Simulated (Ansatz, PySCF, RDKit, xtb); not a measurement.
**Isomers of C5H9BS2, a sample narrowed down**

Which of a sample of isomers of C5H9BS2 is the most stable in the gas at 298.15 K, and what are its properties? The sample is small against all isomers, and the most stable one of this formula need not be in it.

The funnel: GFN2-xTB relaxations, single points with a density functional, relaxations at B3LYP/def2-SVP, harmonic vibrations (at GFN2-xTB), and a last energy at a higher level. All values are calculated.

## Step 1: Drawing up candidates

Isomers were taken from a list of plausible structures; this is a sample, not all of them. That gives 4 candidates.

```csv
label,SMILES,spin
c032,C#CB(SC)SCC,singlet
c242,C=CC[C@@H]1CSBS1,singlet
c326,C=C(C)B1SCCS1,singlet
c780,B1SC[C@H](C2CC2)S1,singlet
```

Candidates are built by distance geometry, with a force field where one applies, in up to four conformers (letters a to d).

**Question.** With final energies at CCSD(T)/def2-SVP + MP2/def2-TZVPP - MP2/def2-SVP, which structure will this search put lowest in free energy, and by what margin?

| quantity | value |
| --- | --- |
| lowest structure found | C=C(C)B1SCCS1, singlet |
| next finalist | C=CC[C@@H]1CSBS1, singlet, 10.3 kcal/mol higher in G |
| share at equilibrium, among the finalists | 100.0 % |
| dipole moment (PBE0/def2-SVPD) | 1.37 D |
| HOMO energy (PBE0/def2-SVPD) | -6.84 eV |
| LUMO energy (PBE0/def2-SVPD) | -1.36 eV |
| HOMO–LUMO gap (PBE0/def2-SVPD) | 5.47 eV |
| lowest excitation (TD-PBE0/def2-SVPD) | 4.52 eV (f = 0.047) |
| strongest of the states computed, same level | 5.27 eV (f = 0.259) |
| lowest triplet excitation, same level, Tamm-Dancoff | 3.50 eV |
| vertical ionisation energy | 8.63 eV |
| vertical electron affinity | -0.17 eV (unbound: the value depends on the basis) |
| vertical triplet less singlet | +3.49 eV |

`C=C(C)B1SCCS1` comes out lowest. Among the finalists first place is clear (10.3 kcal/mol); structures outside the list aren't covered. HF/STO-3G, r2SCAN-D4/def2-SVP, B3LYP/def2-SVP, HF/def2-SVP and MP2/def2-SVP already put its bonding pattern lowest among the structures in one piece; GFN2-xTB favours the singlet B1SC[C@H](C2CC2)S1. 2 minima inside the window were never screened. Lowest found is not proven lowest: the search is finite, and each finalist counts with one conformer. Only 4 drawn patterns were tried, so whole families of isomers are missing, and the result ranks this sample alone.
